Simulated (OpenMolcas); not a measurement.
**Fe⁴⁺ among point charges: CASSCF and CASPT2 levels and susceptibility**

Aim: the splitting of the states of Fe⁴⁺ in the field of 2 point charges, its lowest levels with spin-orbit coupling and its magnetic susceptibility.

Program: OpenMolcas 26.06. Level of theory: state-averaged CASSCF and CASPT2, spin-orbit coupling by RASSI with atomic mean-field integrals. These are calculated values, not measurements, unless marked.

### 1 What is computed

| Property | Result |
| --- | --- |
| Species | Fe⁴⁺ (iron, Z = 26, 22 electrons) |
| Basis | ANO-RCC-VDZP [5s4p2d1f], 34 functions |
| Scalar Hamiltonian | DKH2, point nucleus |
| Inactive shells | 1s 2s 2p 3s 3p |
| Active space | 4 electrons in 5 orbitals (3d) |
| Some configurations of this space | 3d⁴ |
| Orbitals | optimised for each spin and parity, averaged over all roots |

The outer shells:

3d4
```
3d [↑ ][↑ ][↑ ][↑ ][  ]
```

The ion sits among 2 point charges of -1 e arranged as a linear pair (D∞h), 1.6 Å from the ion.

The work runs as a chain of OpenMolcas steps in one folder; each step below is one input file. Labels, J, g values, rates, χT and fits are worked out afterwards by a script from the matrices that RASSI stores. The input lists half of the charges; inversion (Group=XYZ) makes the rest.

### 2 One- and two-electron integrals

a.inp

```
&GATEWAY
Coord
1

Fe 0.0 0.0 0.0
Basis=ANO-RCC-VDZP
Group=XYZ
NoMove
AngMom=0.0 0.0 0.0
AMFI
XField
1 Angstrom 0
0.000000 0.000000 1.600000 -1.000000
&SEWARD
```

The run is started by

```console
$ OMP_NUM_THREADS=1 MOLCAS_MEM=1689 MOLCAS_PROJECT=a pymolcas a.inp > a.log
```

### 3 CASSCF: quintets of even parity, 5 roots

a.inp

```
&RASSCF
FileOrb=start.orb
Symmetry=1
Spin=5
nActEl=4 0 0
Inactive=3 6
Ras2=5 0
CIRoot=5 5 1
SDav=5
CIMx=300
Iter=120 100
PrWF=0.3
OrbListing=Nothing
MaxOrb=0
>>> COPY $Project.JobIph JOB001
```

start.orb holds the contracted functions of the basis, ordered by shell, or the orbitals of the step before.

### 4 Reference wave functions, triplets of even parity, 45 roots

a.inp

```
&RASSCF
FileOrb=start.orb
Symmetry=1
Spin=3
nActEl=4 0 0
Inactive=3 6
Ras2=5 0
CIRoot=45 45 1
SDav=45
CIMx=300
Iter=120 100
PrWF=0.3
OrbListing=Nothing
MaxOrb=0
>>> COPY $Project.JobIph JOB002
```

### 5 Reference wave functions, singlets of even parity, 50 roots

a.inp

```
&RASSCF
FileOrb=start.orb
Symmetry=1
Spin=1
nActEl=4 0 0
Inactive=3 6
Ras2=5 0
CIRoot=50 50 1
SDav=50
CIMx=300
Iter=120 100
PrWF=0.3
OrbListing=Nothing
MaxOrb=0
>>> COPY $Project.JobIph JOB003
```

### 6 State interaction with spin-orbit coupling

a.inp

```
&RASSI
NrOfJobIphs=3 5 45 50
1 2 3 4 5
1 2 3 4 5 6 7 8 9 10 11 12 13 14 15 16 17 18 19 20 21 22 23 24 25 26 27
28 29 30 31 32 33 34 35 36 37 38 39 40 41 42 43 44 45
1 2 3 4 5 6 7 8 9 10 11 12 13 14 15 16 17 18 19 20 21 22 23 24 25 26 27
28 29 30 31 32 33 34 35 36 37 38 39 40 41 42 43 44 45 46 47 48 49 50
IphNames
JOB001
JOB002
JOB003
EJob
SpinOrbit
DIPRint=1.0
SOCoupling=1000.0
Subsets=2
Property=9
'ANGMOM' 1 'ANGMOM' 2 'ANGMOM' 3 'MLTPL  1' 1 'MLTPL  1' 2 'MLTPL  1' 3
'AMFI' 1 'AMFI' 2 'AMFI' 3
SOProperty=3
'ANGMOM' 1 'ANGMOM' 2 'ANGMOM' 3
```

### 7 CASPT2: IPEA 0.25, imaginary shift 0.1 (closed shells correlated: 3s 3p)

a.inp

```
>>> COPY JOB001 $Project.JobIph
&CASPT2
Multistate=5 1 2 3 4 5
NoMult
Frozen=2 3
IPEA=0.25
Imaginary=0.1
MaxIter=60
WThr=0.0 0.3 0.05
PrWF=0.5
NoMix
>>> COPY JOB002 $Project.JobIph
&CASPT2
Multistate=45 1 2 3 4 5 6 7 8 9 10 11 12 13 14 15 16 17 18 19 20 21 22
23 24 25 26 27 28 29 30 31 32 33 34 35 36 37 38 39 40 41 42 43 44 45
NoMult
Frozen=2 3
IPEA=0.25
Imaginary=0.1
MaxIter=60
WThr=0.0 0.3 0.05
PrWF=0.5
NoMix
>>> COPY JOB003 $Project.JobIph
&CASPT2
Multistate=50 1 2 3 4 5 6 7 8 9 10 11 12 13 14 15 16 17 18 19 20 21 22
23 24 25 26 27 28 29 30 31 32 33 34 35 36 37 38 39 40 41 42 43 44 45 46
47 48 49 50
NoMult
Frozen=2 3
IPEA=0.25
Imaginary=0.1
MaxIter=60
WThr=0.0 0.3 0.05
PrWF=0.5
NoMix
```

(Steps that only read results are left out.)

What does the calculation give? Wanted: spin-free ground state; first state of the same spin within the active space; lowest level; next level.

**Answer**, as computed:

| quantity | value |
| --- | --- |
| method | SS-CASPT2, IPEA 0.25, imaginary shift 0.1 (closed shells correlated: 3s 3p) |
| spin-free ground state | 5Sigma, 1-fold in its orbital part |
| first state of the same spin within the active space | 5Pi at 3720 cm⁻¹ |
| lowest level | 1-fold |
| next level | 20.0 cm⁻¹ |
| χT at 300 K | 2.62 cm³ K/mol |
| effective moment at 300 K | 4.58 μB |

Cost by method:

```tsv
method	time of its own steps	time with the reference
A. CASSCF	24 s	24 s
B. SS-CASPT2, IPEA 0.25, imaginary shift 0.1, +3s 3p	6.7 s	30 s
```

Times are of one thread on a shared host.

The spin-free ground state (5Sigma) comes to 100 % from free-ion D terms and keeps the highest spin of the shell. χT at 300 K is 2.62, against 3.01 cm³ K/mol for the spin alone, so spin-orbit coupling lowers it. An active space of the d shell alone favours high spin; real ions in strong fields can be low spin. CASPT2 does not keep the components of a term degenerate, and the means are used. The field of point charges can differ much from that of real complexes. With metal d orbitals alone active, the gaps between spin states are rough; where two lie within a few thousand cm-1, their order is open. Point charges carry no covalency, so the field is a model and not that of real ligands.
